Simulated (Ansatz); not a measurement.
# C₂H₆GeOS, SMILES OC(=S)[CH2][GeH3]: vertical spin-state energies

With Ansatz 0.2.0 through its Python package.

Contents of `c2h6geos.xyz`:
```text
11

O    -0.03240    0.38110    2.15460
C     0.52300   -0.39870    1.19740
S     2.04310   -0.86630    1.41520
C    -0.13820   -0.79500   -0.04060
Ge   -0.09500    0.60020   -1.38870
H    -1.03170    0.76890    2.01690
H     0.23970   -1.73880   -0.45510
H    -1.24120   -0.96890    0.20100
H    -0.71140    1.92420   -0.75400
H     1.39300    0.85640   -1.70490
H    -0.88350    0.18000   -2.62120
```

At the Python prompt:
```pycon
>>> import ansatz as az
>>> geometry = az.Crystal.molecule_from_extxyz("c2h6geos.xyz")
>>> model = geometry.calculation().basis(gaussian="def2-SVPD").correlation("mp2")
>>> found = {}
>>> for unpaired in [0, 2]:
...     summary = model.spin("collinear", total=unpaired).run().report
...     s = unpaired / 2
...     found[unpaired] = summary["free_energy_ev"]
...     print(f"2S+1 = {unpaired + 1}: E = {found[unpaired]:.5f} eV, <S^2> = {abs(summary['mean_field']['state']['spin_squared']):.3f} (pure state {s * (s + 1):.2f})")
...
2S+1 = 1: E = -71492.93966 eV, <S^2> = 0.000 (pure state 0.00)
2S+1 = 3: E = -71489.77540 eV, <S^2> = 2.029 (pure state 2.00)
>>> lowest = min(found, key=found.get)
>>> for unpaired, e in found.items():
...     print(f"multiplicity {unpaired + 1}: {(e - found[lowest]):.3f} eV above the lowest")
...
multiplicity 1: 0.000 eV above the lowest
multiplicity 3: 3.164 eV above the lowest
```

In order: multiplicity 1 (+0.00 eV) and multiplicity 3 (+3.16 eV), all at the one geometry.

Total energies depend on the basis set; only differences at equal settings carry meaning. The geometry is a force-field or estimated start, not a minimum of this method, and the basis set is short of its limit. All parts are taken at fixed geometry, without zero-point energy. S² is that of the Hartree-Fock reference. Wall time of the script: 59 s on 1 thread of Arm Neoverse V1 (shared host), peak memory 0.69 GiB.
